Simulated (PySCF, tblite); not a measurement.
# Ge2H8NSi radical: geometry, infrared bands and EPR parameters

Wanted: the infrared bands and EPR parameters of Ge2H8NSi radical (`[NH2][GeH2][GeH2][SiH2]`), by calculation.

Computed with tblite 0.8.0 and PySCF 2.14.0, with density-fitted response routines of our own, on a single molecule in the gas phase. Atoms count from 0, in the outputs and in this text.

## (1) The starting structure

12 atoms, charge 0, multiplicity 2; geometry from: force field or distance geometry start.

Bonds of the start (Å): N0–Ge1 1.86, Ge1–Ge2 2.40, Ge2–Si3 2.30, N0–H4 1.06, N0–H5 1.04, Ge1–H6 1.54, Ge1–H7 1.56, Ge2–H8 1.55, Ge2–H9 1.55, Si3–H10 1.47, Si3–H11 1.46.

## (2) Optimising the geometry with GFN2-xTB

What the job is given:

```
{"job": {"kind": "relax", "xc": "GFN2-xTB", "basis": "xTB"}, "charge": 0, "multiplicity": 2}
N     -1.964900    -0.681900    -0.714200
Ge    -1.272500     0.730700     0.277600
Ge     1.089600     0.891100    -0.134800
Si     2.083700    -1.117400     0.364400
H     -2.974900    -0.778100    -0.422100
H     -1.489900    -1.547100    -0.400100
H     -1.964500     2.054000    -0.117300
H     -1.490400     0.455500     1.799500
H      1.694500     2.014400     0.740700
H      1.305800     1.218300    -1.631800
H      1.467000    -2.191200    -0.435800
H      3.517900    -1.049100     0.074600
```

The run is started by

```bash
> OMP_NUM_THREADS=1 python probes_run.py task.json out
```

The driver reads the jobs from task.json and runs them one after another.

Standard output:

```text
step      E/eV     max force
  0    -340.76601    1.513
  1    -340.83348    0.690
  2    -340.87467    0.892
  3    -340.92138    0.711
  4    -340.94939    0.477
  5    -340.96120    0.327
  6    -340.98145    0.416
  7    -340.99366    0.416
  8    -341.01158    0.438
  9    -341.02137    0.319
 10    -341.02717    0.183
 11    -341.03082    0.163
 12    -341.03409    0.186
 13    -341.03717    0.165
 14    -341.03965    0.139
 15    -341.04152    0.107
 16    -341.04309    0.146
 17    -341.04445    0.129
 18    -341.04544    0.084
 19    -341.04606    0.078
 20    -341.04654    0.061
 21    -341.04705    0.074
 22    -341.04766    0.072
 23    -341.04838    0.081
 24    -341.04919    0.069
 25    -341.05007    0.093
 26    -341.05096    0.094
 27    -341.05174    0.077
 28    -341.05231    0.062
 29    -341.05268    0.044
 30    -341.05296    0.049
 31    -341.05333    0.057
 32    -341.05390    0.086
 33    -341.05469    0.089
 34    -341.05552    0.073
 35    -341.05608    0.056
 36    -341.05639    0.043
 37    -341.05669    0.052
 38    -341.05715    0.071
 39    -341.05773    0.076
 40    -341.05825    0.057
 41    -341.05860    0.041
 42    -341.05888    0.047
 43    -341.05925    0.077
 44    -341.05997    0.115
 45    -341.06122    0.143
 46    -341.06279    0.130
 47    -341.06383    0.070
 48    -341.06417    0.030
 49    -341.06426    0.027
 50    -341.06435    0.031
 51    -341.06452    0.050
 52    -341.06490    0.075
 53    -341.06525    0.070
 54    -341.06552    0.036
 55    -341.06564    0.026
 56    -341.06571    0.027
 57    -341.06582    0.040
 58    -341.06605    0.060
 59    -341.06644    0.073
 60    -341.06690    0.059
 61    -341.06720    0.034
 62    -341.06735    0.037
 63    -341.06746    0.038
 64    -341.06764    0.043
 65    -341.06818    0.063
 66    -341.06885    0.080
 67    -341.06955    0.076
 68    -341.07009    0.054
 69    -341.07036    0.034
 70    -341.07043    0.045
 71    -341.07057    0.030
 72    -341.07075    0.031
 73    -341.07119    0.064
 74    -341.07172    0.058
 75    -341.07199    0.054
 76    -341.07217    0.032
 77    -341.07225    0.024
 78    -341.07237    0.032
 79    -341.07251    0.042
 80    -341.07277    0.067
 81    -341.07311    0.077
 82    -341.07351    0.064
 83    -341.07391    0.054
 84    -341.07420    0.077
 85    -341.07466    0.076
 86    -341.07537    0.087
 87    -341.07648    0.219
 88    -341.07870    0.123
 89    -341.08071    0.092
 90    -341.07896    0.334
 91    -341.08284    0.131
 92    -341.08329    0.093
 93    -341.08444    0.064
 94    -341.08524    0.136
 95    -341.08608    0.104
 96    -341.08773    0.071
 97    -341.08845    0.071
 98    -341.08892    0.088
 99    -341.08929    0.115
100    -341.09021    0.075
101    -341.09170    0.089
102    -341.09310    0.063
103    -341.09390    0.065
104    -341.09464    0.073
105    -341.09531    0.071
106    -341.09605    0.061
107    -341.09650    0.082
108    -341.09713    0.071
109    -341.09773    0.061
110    -341.09851    0.046
111    -341.09897    0.059
112    -341.09956    0.062
113    -341.09981    0.056
114    -341.09997    0.058
115    -341.10014    0.052
116    -341.10047    0.064
117    -341.10097    0.091
118    -341.10156    0.086
119    -341.10200    0.051
120    -341.10225    0.039
121    -341.10239    0.032
122    -341.10248    0.048
123    -341.10266    0.042
124    -341.10283    0.036
125    -341.10313    0.051
126    -341.10351    0.062
127    -341.10411    0.066
128    -341.10472    0.060
129    -341.10526    0.034
130    -341.10547    0.027
131    -341.10559    0.024
132    -341.10570    0.027
133    -341.10581    0.027
134    -341.10589    0.024
135    -341.10595    0.024
136    -341.10600    0.021
137    -341.10607    0.026
138    -341.10619    0.034
139    -341.10642    0.053
140    -341.10680    0.076
141    -341.10728    0.079
142    -341.10765    0.051
143    -341.10787    0.035
144    -341.10798    0.030
145    -341.10812    0.035
146    -341.10828    0.026
147    -341.10857    0.028
148    -341.10866    0.029
149    -341.10883    0.026
150    -341.10899    0.025
151    -341.10925    0.033
152    -341.10960    0.043
153    -341.10948    0.083
154    -341.11015    0.033
155    -341.11037    0.026
156    -341.11060    0.030
157    -341.11065    0.022
158    -341.11069    0.017
159    -341.11071    0.008
```

Run time: 0.56 s. Hardware: 1 thread of AMD EPYC 9B45, shared host.

Along the way: (not every step is listed)

| step | energy from step 0 (eV) | largest force (eV/Å) |
| --- | --- | --- |
| 0 | 0.0000 | 1.5134 |
| 1 | -0.0675 | 0.6896 |
| 2 | -0.1087 | 0.8917 |
| 3 | -0.1554 | 0.7106 |
| 4 | -0.1834 | 0.4770 |
| 5 | -0.1952 | 0.3269 |
| 6 | -0.2154 | 0.4164 |
| 7 | -0.2276 | 0.4158 |
| 8 | -0.2456 | 0.4381 |
| 22 | -0.2817 | 0.0720 |
| 36 | -0.2904 | 0.0435 |
| 50 | -0.2983 | 0.0310 |
| 64 | -0.3016 | 0.0427 |
| 78 | -0.3064 | 0.0318 |
| 92 | -0.3173 | 0.0930 |
| 106 | -0.3300 | 0.0612 |
| 120 | -0.3362 | 0.0391 |
| 134 | -0.3399 | 0.0242 |
| 148 | -0.3426 | 0.0288 |
| 154 | -0.3441 | 0.0331 |
| 155 | -0.3444 | 0.0257 |
| 156 | -0.3446 | 0.0304 |
| 157 | -0.3446 | 0.0222 |
| 158 | -0.3447 | 0.0173 |
| 159 | -0.3447 | 0.0081 |

Close pairs (by a distance rule), those that changed most:

| bond | before (Å) | after (Å) | change (Å) |
| --- | --- | --- | --- |
| N0–H4 | 1.056 | 1.010 | -0.046 |
| Ge2–Si3 | 2.296 | 2.336 | +0.040 |
| N0–Ge1 | 1.860 | 1.826 | -0.034 |
| Ge1–H6 | 1.545 | 1.515 | -0.030 |
| Ge2–H9 | 1.548 | 1.518 | -0.029 |
| Ge2–H8 | 1.547 | 1.521 | -0.026 |
| Ge1–H7 | 1.562 | 1.536 | -0.026 |
| N0–H5 | 1.036 | 1.011 | -0.025 |

The end geometry stands in the next job.

## (3) Vibrational analysis with GFN2-xTB

What the job is given:

```
{"job": {"kind": "ir", "xc": "GFN2-xTB", "basis": "xTB"}, "charge": 0, "multiplicity": 2}
N     -1.728324    -0.813829    -0.533976
Ge    -1.267862     0.833418     0.105599
Ge     1.134800     0.888893     0.210780
Si     2.413364    -1.010564    -0.250929
H     -2.713251    -0.982952    -0.679303
H     -1.346184    -1.613977    -0.048682
H     -1.926168     1.758228    -0.897343
H     -1.984207     1.135153     1.430154
H      1.506128     1.438365     1.579436
H      1.587849     2.052094    -0.653221
H      2.177339    -2.098503     0.713256
H      2.147714    -1.587013    -1.575077
```

Standard output:

```text
mode    cm-1     km/mol
  1       9.5      0.44
  2      52.6      0.61
  3      59.6      0.47
  4     134.6      1.49
  5     201.2     25.01
  6     231.7      1.84
  7     240.1     34.63
  8     340.2     14.71
  9     365.4      2.06
 10     437.5     14.19
 11     453.4     49.38
 12     506.9    141.38
 13     585.5    129.62
 14     613.4    617.95
 15     630.3    175.23
 16     647.9     40.64
 17     661.3     88.21
 18     793.8    298.45
 19     800.9    330.56
 20     832.9    219.09
 21     882.0    239.98
 22    1512.3     32.73
 23    1701.9    560.06
 24    1812.1    417.90
 25    1871.5     89.99
 26    1890.6   1073.30
 27    2157.4    335.86
 28    2197.7    402.41
 29    3419.0      5.31
 30    3447.5      6.78
```

Wall time 0.21 s (1 thread of AMD EPYC 9B45, shared host).

The strongest bands and the atoms that carry them (share of the mass-weighted mode):

| cm⁻¹ | km/mol | atoms |
| --- | --- | --- |
| 613 | 618.0 | H9 52 %, H7 17 %, H6 10 % |
| 794 | 298.4 | H10 45 %, H11 43 % |
| 801 | 330.6 | H5 29 %, H4 25 %, H6 17 %, N0 10 % |
| 1702 | 560.1 | H7 94 % |
| 1812 | 417.9 | H8 62 %, H9 36 % |
| 1891 | 1073.3 | H9 37 %, H6 31 %, H8 28 % |
| 2157 | 335.9 | H10 95 % |
| 2198 | 402.4 | H11 95 % |

## (4) g tensor and hyperfine couplings: B3LYP/def2-TZVP-core+pcH-1

Same as in step 3 but for these lines:

```diff
@@ -1,2 +1,2 @@
-{"job": {"kind": "ir", "xc": "GFN2-xTB", "basis": "xTB"}, "charge": 0, "multiplicity": 2}
+{"job": {"kind": "epr", "basis": "pcH-1"}, "charge": 0, "multiplicity": 2}
 N     -1.728324    -0.813829    -0.533976
```

Level: UKS B3LYP, def2-TZVP-core on Ge, pcH-1 on H N Si, non-relativistic, mean-field spin-orbit, GIAO.

Standard output:

```text
UKS, coarse grid
  cycle   1  E = -4503.02063706  |g| = 1.87e+00
  cycle   2  E = -4502.87313301  |g| = 1.28e+00
  cycle   3  E = -4503.07680717  |g| = 5.98e-01
  cycle   4  E = -4503.16705613  |g| = 1.26e-01
  cycle   5  E = -4503.17275030  |g| = 2.94e-02
  cycle   6  E = -4503.17305495  |g| = 6.03e-03
  cycle   7  E = -4503.17307591  |g| = 1.40e-03
  cycle   8  E = -4503.17307692  |g| = 6.38e-04
UKS, final grid
  cycle   1  E = -4503.17307752  |g| = 3.46e-04
  cycle   2  E = -4503.17307752  |g| = 3.53e-04
  cycle   3  E = -4503.17307754  |g| = 5.39e-05
  cycle   4  E = -4503.17307754  |g| = 2.84e-05
E = -4503.17307754 Eh   <S^2> = 0.7524 (exact 0.7500)
g shifts (ppm)      1          2          3
  rmc          -134       -134       -134
  gc             10         59         87
  oz_so        -843       3005       5589
  total        -967       2930       5542
hyperfine (MHz)  atom isotope    a_iso     a_fc   dipolar eigenvalues
    0   14N      -0.59      -0.59     -0.16      0.03      0.13
    1  73Ge     -27.13     -27.44     -6.26      3.04      3.22
    2  73Ge      -9.29      -9.35     -3.45      1.08      2.37
    3  29Si    -455.99    -456.86   -166.68     83.13     83.55
    4    1H       0.07       0.07     -0.76     -0.26      1.02
    5    1H      -0.14      -0.14     -1.47     -0.96      2.43
    6    1H      12.79      12.78     -1.01     -0.08      1.09
    7    1H      15.67      15.66     -0.98     -0.06      1.04
    8    1H      -2.20      -2.20     -2.25     -1.04      3.29
    9    1H       0.74       0.74     -2.28     -1.10      3.38
   10    1H      20.69      20.66     -9.40      1.47      7.93
   11    1H      25.06      25.03     -9.35      1.60      7.74
```

Run time: 2 min. Hardware: 1 thread of AMD EPYC 9B45, shared host; peak memory 1.2 GiB.

Principal g values 2.00135, 2.00525, 2.00786; g(iso) = 2.00482, against 2.00232 for a free electron.

Hyperfine couplings; where a row names several nuclei, a(iso) is their mean (it holds for fast rotation or exchange) and the dipolar term the largest among them:

| nuclei | isotope | a(iso) (MHz) | a(iso) (G, at g = 2.0023) | largest dipolar term (MHz) |
| --- | --- | --- | --- | --- |
| Si3 | 29Si | -456.0 | -162.7 | -166.7 |
| Ge1 | 73Ge | -27.1 | -9.7 | -6.3 |
| H10, H11 | 1H | 22.9 | 8.2 | -9.4 |
| H6, H7 | 1H | 14.2 | 5.1 | 1.1 |
| Ge2 | 73Ge | -9.3 | -3.3 | -3.4 |
| H8, H9 | 1H | -0.7 | -0.3 | 3.4 |
| N0 | 14N | -0.6 | -0.2 | -0.2 |
| H4, H5 | 1H | 0.0 | 0.0 | 2.4 |

Mulliken spin populations:

| atom | value (e) |
| --- | --- |
| N0 | 0.00 |
| Ge1 | 0.05 |
| Ge2 | 0.00 |
| Si3 | 0.94 |
| H4 | 0.00 |
| H5 | 0.00 |
| H6 | 0.01 |
| H7 | 0.01 |
| H8 | 0.00 |
| H9 | 0.00 |
| H10 | 0.00 |
| H11 | 0.00 |

In first order the couplings over 0.8 MHz of 1H give 9 distinct lines over 26.5 G, if the averaged nuclei exchange fast; the same motion can average rows kept apart here too.

The fields below are evaluated on a grid from the run's orbitals.

ELF in a plane through or near 5 of the atoms.

Ten even steps from '0' (0.00) to '9' (1.00):
```
0000000000000000000000000000
0000000000000000000000000000
0000000000000000000000000000
0000000000010000000000000000
0000000012332100000000000000
0000000013443211111100000000
0012211122131256433442100000
1257764441465177211454100000
2689998873263285275154200000
3899993159744663264121000000
3899945826864322223310000000
1678724613430013777642000000
0245432233310025751898620000
0011224553200036855999850000
0000001221100025644799840000
0000000000000001211255200000
0000000000000000000000000000
0000000000000000000000000000
0000000000000000000000000000
0000000000000000000000000000
```
The map spans 10.4 Å across and 9.5 Å up, centred on the molecule. Atoms in the plane (x, y in Å): N0 (1.5, -1.3), Ge1 (1.4, 0.5), Ge2 (-0.9, 1.2), Si3 (-2.6, -0.5), H4 (2.4, -1.7).

On the surface of density 0.002 e/bohr³ the electrostatic potential runs, from the 1st to the 99th percentile, from -1.33 V near N0 to 1.42 V near H5.

The spin density lies nearest to Si3 66 %; H10, H11 about 9 % each.

## (5) Summary of results

```
                                                                  quantity                    value
                                 strongest single infrared mode (GFN2-xTB)   1891 cm⁻¹, 1073 km/mol
                                              zero-point energy (GFN2-xTB)            42.2 kcal/mol
                                                            g(iso) (B3LYP)                  2.00482
                                                                      ⟨S²⟩       0.752 (exact 0.75)
                                        largest a(iso) (averaged by class)  29Si on Si3, -456.0 MHz
potential on the surface of density 0.002 e/bohr³, 1st and 99th percentile       -1.33 V and 1.42 V
```

Relaxing lowered the energy by 0.345 eV in 159 steps; the close pair that moved most is N0–H4, from 1.056 to 1.010 Å. All 30 modes are real, so the xTB geometry is a minimum. The strongest single mode, at 1891 cm⁻¹, has its largest shares on H9, H6 and H8 (the list is cut at 3 atoms). GFN2-xTB is a fitted tight-binding method: band positions and strengths are rough. Its intensities can rank the bands wrongly. Most of the unpaired spin sits on Si3 (0.94 e). The isotropic g lies 2.5 ppt above the free-electron value. The hyperfine terms hold no scalar relativity, which the heavier nuclei need. The conformer search found further structures of the same energy, which may be mirror or relabelled copies of this one.
